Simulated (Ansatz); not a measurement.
# C₂H₅ClOSi: geometry optimisation

The task: find the minimum of C₂H₅ClOSi nearest to the start.

Method: RHF/def2-SVP; program: Ansatz 0.2.0.

## 1. Starting geometry

SMILES `ClC1OC[SiH2]1`, 10 atoms, charge 0, spin multiplicity 1.

Atoms are counted from 1 here; the program's logs count them from 0.

Bond lengths: Cl1–C2 1.864 Å, C2–O3 1.402 Å, C2–Si5 1.922 Å, C2–H6 1.106 Å, O3–C4 1.464 Å, C4–Si5 1.924 Å, C4–H7 1.108 Å, C4–H8 1.112 Å, Si5–H9 1.505 Å, Si5–H10 1.501 Å. Angles: Cl1–C2–O3 112.5°, Cl1–C2–Si5 109.6°, Cl1–C2–H6 104.9°, O3–C2–Si5 90.5°, O3–C2–H6 111.2°, Si5–C2–H6 127.7°, C2–O3–C4 103.0°, O3–C4–Si5 88.6°, O3–C4–H7 109.8°, O3–C4–H8 110.8°, Si5–C4–H7 120.5°, Si5–C4–H8 115.5°, H7–C4–H8 109.5°, C2–Si5–C4 71.4°, C2–Si5–H9 113.9°, C2–Si5–H10 120.9°, C4–Si5–H9 112.6°, C4–Si5–H10 122.4° and more.

Geometry (Å):

```xyz
10
charge 0, multiplicity 1
Cl   -2.4004   -0.0956   -0.5755
C    -0.9922    0.1246    0.6251
O    -0.2482   -1.0509    0.8026
C     0.7785   -0.9518   -0.2365
Si    0.4939    0.9503   -0.2705
H    -1.4717    0.4403    1.5699
H     1.7329   -1.3700    0.1388
H     0.4675   -1.4996   -1.1531
H     1.4261    1.6902    0.6511
H     0.2969    1.7115   -1.5490
```

## 2. Relaxation

input.yaml

```yaml
crystal:
  periodic: [false, false, false]
  atoms:
    - { symbol: Cl, position_ang: [-2.400435, -0.095623, -0.57545] }
    - { symbol: C, position_ang: [-0.992246, 0.124612, 0.625141] }
    - { symbol: O, position_ang: [-0.248208, -1.050936, 0.802594] }
    - { symbol: C, position_ang: [0.778466, -0.95183, -0.236532] }
    - { symbol: Si, position_ang: [0.493878, 0.950325, -0.270478] }
    - { symbol: H, position_ang: [-1.471686, 0.440341, 1.569913] }
    - { symbol: H, position_ang: [1.732862, -1.370045, 0.138837] }
    - { symbol: H, position_ang: [0.467539, -1.499631, -1.153089] }
    - { symbol: H, position_ang: [1.42614, 1.690227, 0.65111] }
    - { symbol: H, position_ang: [0.296891, 1.711461, -1.549047] }
basis:
  gaussian: { orbitals: def2-SVP }
hamiltonian:
  xc: hf
output:
  forces: true
relax:
  f_tol: 0.003
  max_steps: 120
```

On the command line:

```
$ ansatz run input.yaml --threads 1 --pin off --max-ram 2560MiB --backend cpu --events-out ev --progress --plain --runs-dir out
```

Log:

```text
Warning: RAYON_NUM_THREADS=1 ignored (pool sized by the plan → 1); use --threads N
The last accepted step is kept in <dir> (removed where the run ends without a failure and the disk answers)
Engine: ansatz 0.2.0, x86_64-unknown-linux-gnu
Functional definition: HF
  exchange = exact_x
  correlation = 0
1089 factors; integrals over basis functions are off by at most 4.0e-4 eV
mean field evaluation 1: about -24529.5081 eV, gradient 2.7e1 eV
mean field evaluation 2: about -24529.6026 eV, gradient 2.7e1 eV
mean field evaluation 4: about -24531.7130 eV, gradient 4.1e0 eV
mean field evaluation 8: about -24531.7637 eV, gradient 2.6e-1 eV
mean field -24531.76400147 eV, -901.5256988270 hartree, gradient 3.8e-5 eV, S^2 0.000000; 0 other end points of the search recorded, 0 dependent functions left out
the calculation of the forces begins
reference -24531.76400147 eV, -901.5256988270 hartree; 28, 28 occupied and 75, 75 virtual orbitals, 1089 factors
relax step   1: F+E_penalty+E_count = -24531.76400147 eV  Δ(F+E_penalty+E_count) = +0.000e0 eV  max|allowed force component| = 1.171e0 eV/Å  Δτ_max = 0.0000 Å  (37 SCF iters, accepted)
these checks for a lower state are left out or cut short: starts, cluster_reference, orbital_swaps, neighbouring_geometries, increment
1089 factors; integrals over basis functions are off by at most 3.9e-4 eV
mean field evaluation 16: about -24531.8459 eV, gradient 4.5e-1 eV
mean field -24531.84625165 eV, -901.5287214655 hartree, gradient 4.0e-5 eV, S^2 0.000000; 0 other end points of the search recorded, 0 dependent functions left out
the calculation of the forces begins
reference -24531.84625165 eV, -901.5287214655 hartree; 28, 28 occupied and 75, 75 virtual orbitals, 1089 factors
relax step   2: F+E_penalty+E_count = -24531.84625165 eV  Δ(F+E_penalty+E_count) = -8.225e-2 eV  max|allowed force component| = 4.564e-1 eV/Å  Δτ_max = 0.0556 Å  (33 SCF iters, accepted)
these checks for a lower state are left out or cut short: starts, cluster_reference, orbital_swaps, neighbouring_geometries, increment
1089 factors; integrals over basis functions are off by at most 3.9e-4 eV
mean field -24531.85953506 eV, -901.5292096220 hartree, gradient 3.7e-5 eV, S^2 0.000000; 0 other end points of the search recorded, 0 dependent functions left out
the calculation of the forces begins
reference -24531.85953506 eV, -901.5292096220 hartree; 28, 28 occupied and 75, 75 virtual orbitals, 1089 factors
relax step   3: F+E_penalty+E_count = -24531.85953506 eV  Δ(F+E_penalty+E_count) = -1.328e-2 eV  max|allowed force component| = 1.342e-1 eV/Å  Δτ_max = 0.0260 Å  (35 SCF iters, accepted)
these checks for a lower state are left out or cut short: starts, cluster_reference, orbital_swaps, neighbouring_geometries, increment
1089 factors; integrals over basis functions are off by at most 3.9e-4 eV
mean field evaluation 32: about -24531.8618 eV, gradient 2.7e-3 eV
mean field -24531.86176406 eV, -901.5292915360 hartree, gradient 3.7e-5 eV, S^2 0.000000; 0 other end points of the search recorded, 0 dependent functions left out
the calculation of the forces begins
reference -24531.86176406 eV, -901.5292915360 hartree; 28, 28 occupied and 75, 75 virtual orbitals, 1089 factors
relax step   4: F+E_penalty+E_count = -24531.86176406 eV  Δ(F+E_penalty+E_count) = -2.229e-3 eV  max|allowed force component| = 9.465e-2 eV/Å  Δτ_max = 0.0201 Å  (35 SCF iters, accepted)
these checks for a lower state are left out or cut short: starts, cluster_reference, orbital_swaps, neighbouring_geometries, increment
1089 factors; integrals over basis functions are off by at most 3.9e-4 eV
mean field -24531.86335132 eV, -901.5293498669 hartree, gradient 3.6e-5 eV, S^2 0.000000; 0 other end points of the search recorded, 0 dependent functions left out
the calculation of the forces begins
reference -24531.86335132 eV, -901.5293498669 hartree; 28, 28 occupied and 75, 75 virtual orbitals, 1089 factors
relax step   5: F+E_penalty+E_count = -24531.86335132 eV  Δ(F+E_penalty+E_count) = -1.587e-3 eV  max|allowed force component| = 5.319e-2 eV/Å  Δτ_max = 0.0350 Å  (34 SCF iters, accepted)
these checks for a lower state are left out or cut short: starts, cluster_reference, orbital_swaps, neighbouring_geometries, increment
1089 factors; integrals over basis functions are off by at most 3.9e-4 eV
mean field -24531.86284038 eV, -901.5293310902 hartree, gradient 3.7e-5 eV, S^2 0.000000; 0 other end points of the search recorded, 0 dependent functions left out
the calculation of the forces begins
reference -24531.86284038 eV, -901.5293310902 hartree; 28, 28 occupied and 75, 75 virtual orbitals, 1089 factors
relax step   6: F+E_penalty+E_count = -24531.86284038 eV  Δ(F+E_penalty+E_count) = +5.109e-4 eV  max|allowed force component| = 9.332e-2 eV/Å  Δτ_max = 0.0276 Å  (34 SCF iters, rejected (line search))
these checks for a lower state are left out or cut short: starts, cluster_reference, orbital_swaps, neighbouring_geometries, increment
1089 factors; integrals over basis functions are off by at most 3.9e-4 eV
mean field -24531.86360366 eV, -901.5293591401 hartree, gradient 3.7e-5 eV, S^2 0.000000; 0 other end points of the search recorded, 0 dependent functions left out
the calculation of the forces begins
reference -24531.86360366 eV, -901.5293591401 hartree; 28, 28 occupied and 75, 75 virtual orbitals, 1089 factors
relax step   7: F+E_penalty+E_count = -24531.86360366 eV  Δ(F+E_penalty+E_count) = -2.523e-4 eV  max|allowed force component| = 8.161e-3 eV/Å  Δτ_max = 0.0136 Å  (35 SCF iters, accepted)
these checks for a lower state are left out or cut short: starts, cluster_reference, orbital_swaps, neighbouring_geometries, increment
1089 factors; integrals over basis functions are off by at most 3.9e-4 eV
mean field -24531.86363367 eV, -901.5293602431 hartree, gradient 1.1e-5 eV, S^2 0.000000; 0 other end points of the search recorded, 0 dependent functions left out
the calculation of the forces begins
reference -24531.86363367 eV, -901.5293602431 hartree; 28, 28 occupied and 75, 75 virtual orbitals, 1089 factors
relax step   8: F+E_penalty+E_count = -24531.86363367 eV  Δ(F+E_penalty+E_count) = -3.002e-5 eV  max|allowed force component| = 5.506e-3 eV/Å  Δτ_max = 0.0063 Å  (27 SCF iters, accepted)
these checks for a lower state are left out or cut short: starts, cluster_reference, orbital_swaps, neighbouring_geometries, increment
1089 factors; integrals over basis functions are off by at most 3.9e-4 eV
mean field evaluation 64: about -24531.8636 eV, gradient 2.1e-5 eV
mean field -24531.86363917 eV, -901.5293604452 hartree, gradient 7.1e-6 eV, S^2 0.000000; 0 other end points of the search recorded, 0 dependent functions left out
the calculation of the forces begins
reference -24531.86363917 eV, -901.5293604452 hartree; 28, 28 occupied and 75, 75 virtual orbitals, 1089 factors
relax step   9: F+E_penalty+E_count = -24531.86363917 eV  Δ(F+E_penalty+E_count) = -5.499e-6 eV  max|allowed force component| = 1.434e-3 eV/Å  Δτ_max = 0.0012 Å  (25 SCF iters, accepted)
1089 factors; integrals over basis functions are off by at most 3.9e-4 eV
mean field -24531.86363917 eV, -901.5293604452 hartree, gradient 7.1e-6 eV, S^2 0.000000; 1 other end points of the search recorded, 0 dependent functions left out
the calculation of the forces begins
reference -24531.86363917 eV, -901.5293604452 hartree; 28, 28 occupied and 75, 75 virtual orbitals, 1089 factors
Total energy: -24531.86363917 eV, -901.5293604452 hartree
Atom 0 at    -2.441676    -0.019441    -0.494452 Å, force    -0.000512    -0.000491     0.000313 eV/Å
Atom 1 at    -0.997312     0.118487     0.604478 Å, force     0.001406     0.000131    -0.000394 eV/Å
Atom 2 at    -0.304208    -1.074860     0.689329 Å, force    -0.001434    -0.000731     0.000942 eV/Å
Atom 3 at     0.781892    -0.951276    -0.233617 Å, force    -0.000503     0.001100    -0.000948 eV/Å
Atom 4 at     0.497482     0.936383    -0.267532 Å, force     0.001373     0.001329    -0.000548 eV/Å
Atom 5 at    -1.398938     0.412164     1.567661 Å, force    -0.000744    -0.000278     0.000248 eV/Å
Atom 6 at     1.694367    -1.348338     0.208399 Å, force     0.000306    -0.000348     0.000281 eV/Å
Atom 7 at     0.571475    -1.493347    -1.157214 Å, force     0.000237    -0.000668    -0.000082 eV/Å
Atom 8 at     1.387047     1.712912     0.623557 Å, force    -0.000008    -0.000021     0.000188 eV/Å
Atom 9 at     0.293073     1.656218    -1.537610 Å, force    -0.000122    -0.000024     0.000000 eV/Å
Dipole moment:     0.575714     0.350237    -0.031851 e Å
```

It took 41 s on 1 thread of Intel Xeon Platinum 8259CL at 2.50GHz (Skylake/Cascade Lake), shared host; peak memory 0.24 GiB.

Energy and force along the way:

```
step  energy from step 1 (eV)  largest force component (eV/Å)
   1                   0.0000                          1.1706
   2                  -0.0823                          0.4564
   3                  -0.0955                          0.1342
   4                  -0.0978                          0.0946
   5                  -0.0994                          0.0532
   6                  -0.0988                          0.0933
   7                  -0.0996                          0.0082
   8                  -0.0996                          0.0055
   9                  -0.0996                          0.0014
```

Bond lengths before and after, largest changes first:

```csv
bond,before (Å),after (Å),change (Å)
Cl1–C2,1.864,1.820,-0.043
O3–C4,1.464,1.431,-0.033
Si5–H10,1.501,1.474,-0.027
Si5–H9,1.505,1.479,-0.026
C2–H6,1.106,1.084,-0.021
C4–H8,1.112,1.091,-0.021
C2–O3,1.402,1.383,-0.020
C4–H7,1.108,1.089,-0.019
```

## 3. Outcome

```
             quantity      value
        energy gained  0.0996 eV
root mean square move    0.078 Å
        dipole moment     3.24 D
```

What this shows: Bond lengths: Cl1–C2 1.820 Å, C2–O3 1.383 Å, C2–Si5 1.914 Å, C2–H6 1.084 Å, O3–C4 1.431 Å, C4–Si5 1.909 Å, C4–H7 1.089 Å, C4–H8 1.091 Å, Si5–H9 1.479 Å, Si5–H10 1.474 Å. Angles: Cl1–C2–O3 111.7°, Cl1–C2–Si5 112.2°, Cl1–C2–H6 105.2°, O3–C2–Si5 90.3°, O3–C2–H6 111.4°, Si5–C2–H6 125.3°, C2–O3–C4 105.5°, O3–C4–Si5 89.1°, O3–C4–H7 110.0°, O3–C4–H8 110.9°, Si5–C4–H7 119.5°, Si5–C4–H8 116.6°, H7–C4–H8 108.9°, C2–Si5–C4 71.7°, C2–Si5–H9 114.8°, C2–Si5–H10 119.5°, C4–Si5–H9 114.8°, C4–Si5–H10 121.2° and more. No frequencies were computed here.
